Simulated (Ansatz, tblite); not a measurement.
**B(NHMe2)Cl3 (C2H7BCl3N): rung by rung**

One table from this session's results is given with a row withheld; the runs are named, their logs left out.

The runs use Ansatz 0.2.0, Gaussian basis; as each input shows.

Levels to be run: GFN1-xTB, GFN2-xTB, PBE-D4/def2-TZVP, r2SCAN-D4/def2-TZVP, PBE-QIDH/def2-TZVP, ωB97M-V/def2-TZVP, BLYP-D4/def2-TZVP, PBE-D4/def2-SVP, PBE0-D4/def2-SVP, PBE0-D4/def2-TZVPD, PBE-D4/def2-TZVPD, PBE-QIDH/def2-TZVPD, CCSD(T)/def2-SVP, MP2/def2-TZVP, RPA/def2-TZVP.

2 further runs of the same task are left out: 2 set aside as unsound or not needed.

### The geometry

The geometry is that of the singlet, from an earlier relaxation (PBE-D4/def2-SVP).

14 atoms, charge 0, spin multiplicity 1.

Bond lengths: B1–N2 1.655 Å, B1–Cl12 1.846 Å, B1–Cl13 1.847 Å, B1–Cl14 1.840 Å, N2–C3 1.489 Å, N2–C4 1.489 Å, N2–H5 1.034 Å, C3–H6 1.104 Å, C3–H7 1.105 Å, C3–H8 1.107 Å, C4–H9 1.107 Å, C4–H10 1.104 Å, C4–H11 1.105 Å. Angles: N2–B1–Cl12 105.7°, N2–B1–Cl13 105.7°, N2–B1–Cl14 106.8°, Cl12–B1–Cl13 111.0°, Cl12–B1–Cl14 113.4°, Cl13–B1–Cl14 113.5°, B1–N2–C3 113.4°, B1–N2–C4 113.4°, B1–N2–H5 102.1°, C3–N2–C4 111.2°, C3–N2–H5 108.1°, C4–N2–H5 108.1°, N2–C3–H6 108.6°, N2–C3–H7 107.9°, N2–C3–H8 110.0°, H6–C3–H7 109.0°, H6–C3–H8 110.9°, H7–C3–H8 110.3° and more.

As a file:

```xyz
14
C2H7BCl3N
B     0.1581    0.2998   -1.4795
N     0.1564    0.2891    0.1756
C     0.9529   -0.8254    0.7603
C    -1.2104    0.3406    0.7652
H     0.6359    1.1783    0.3985
H     1.9746   -0.7837    0.3453
H     0.4794   -1.7767    0.4563
H     0.9708   -0.7399    1.8636
H    -1.1449    0.4039    1.8682
H    -1.7397    1.2160    0.3512
H    -1.7448   -0.5787    0.4640
Cl    1.9343    0.3860   -1.9768
Cl   -0.7422    1.8360   -1.9689
Cl   -0.6803   -1.2454   -2.0230
```

PBE0-D4/def2-TZVP was run before; its log isn't repeated, and its numbers join the tables.

The first run:

Tight binding, by tblite at 300 K electronic temperature and without a spin-polarisation term:

```python
tblite.interface.Calculator('GFN1-xTB', numbers, positions, charge=0, uhf=0).singlepoint()
```

Tight binding, by tblite at 300 K electronic temperature and without a spin-polarisation term:

```python
tblite.interface.Calculator('GFN2-xTB', numbers, positions, charge=0, uhf=0).singlepoint()
```

start.molden holds the orbitals of an earlier run on this state, given as this run's starting guess.

in.yaml reads:

```yaml
crystal:
  periodic: [false, false, false]
  atoms:
    - {symbol: B, position_ang: [0.158113, 0.299819, -1.479452]}
    - {symbol: N, position_ang: [0.156406, 0.289094, 0.175620]}
    - {symbol: C, position_ang: [0.952860, -0.825358, 0.760296]}
    - {symbol: C, position_ang: [-1.210400, 0.340608, 0.765160]}
    - {symbol: H, position_ang: [0.635893, 1.178253, 0.398462]}
    - {symbol: H, position_ang: [1.974583, -0.783750, 0.345297]}
    - {symbol: H, position_ang: [0.479427, -1.776672, 0.456284]}
    - {symbol: H, position_ang: [0.970798, -0.739855, 1.863627]}
    - {symbol: H, position_ang: [-1.144924, 0.403914, 1.868192]}
    - {symbol: H, position_ang: [-1.739749, 1.216003, 0.351160]}
    - {symbol: H, position_ang: [-1.744823, -0.578736, 0.464000]}
    - {symbol: Cl, position_ang: [1.934267, 0.386006, -1.976770]}
    - {symbol: Cl, position_ang: [-0.742184, 1.836032, -1.968873]}
    - {symbol: Cl, position_ang: [-0.680287, -1.245358, -2.023002]}
basis:
  gaussian: {orbitals: def2-TZVP, initial_orbitals: start.molden}
hamiltonian: {xc: pbe, dispersion: d4}
scf: {omitted_lower_state_checks: [starts]}
output: {orbitals: {seedname: orbitals}}
```

On the command line:

```bash
$ ansatz run in.yaml --threads 2 --pin off --events-out ev --progress --plain --max-ram 32768MiB --backend cuda --devices 0, --max-vram 18GiB
```

Steps of the session up to this table: PBE-D4/def2-TZVP; r2SCAN-D4/def2-TZVP; PBE-QIDH/def2-TZVP; ωB97M-V/def2-TZVP; BLYP-D4/def2-TZVP; PBE-D4/def2-SVP; PBE0-D4/def2-SVP; PBE0-D4/def2-TZVPD; PBE-D4/def2-TZVPD; PBE-QIDH/def2-TZVPD; CCSD(T)/def2-SVP; MP2/def2-TZVP; RPA/def2-TZVP.

One table of the session follows, with a row left open; its other results are not shown here.

It belongs to the step «Binding energy». 

```
             method  binding an atom (eV)
        HF/def2-SVP                 2.846
       HF/def2-TZVP                 2.778
    PBE-D4/def2-SVP                 3.946
   PBE-D4/def2-TZVP                 3.891
  PBE-D4/def2-TZVPD                 3.891
  BLYP-D4/def2-TZVP                 3.777
r2SCAN-D4/def2-TZVP                 3.816
   PBE0-D4/def2-SVP                     ?
  PBE0-D4/def2-TZVP                 3.832
 PBE0-D4/def2-TZVPD                 3.833
  ωB97M-V/def2-TZVP                 3.823
       MP2/def2-SVP                 3.690
      MP2/def2-TZVP                 3.745
      CCSD/def2-SVP                 3.592
   CCSD(T)/def2-SVP                 3.634
```

Estimate the missing values for PBE0-D4/def2-SVP.

As computed: binding an atom (eV): 3.888. In the column «binding an atom (eV)» it lies between PBE0-D4/def2-TZVPD (3.833) and PBE-D4/def2-TZVP (3.891).

Caveats from the session: Free atoms were run apart at each level; binding is atoms less cluster, divided by the number of atoms, without zero-point or spin-orbit terms.
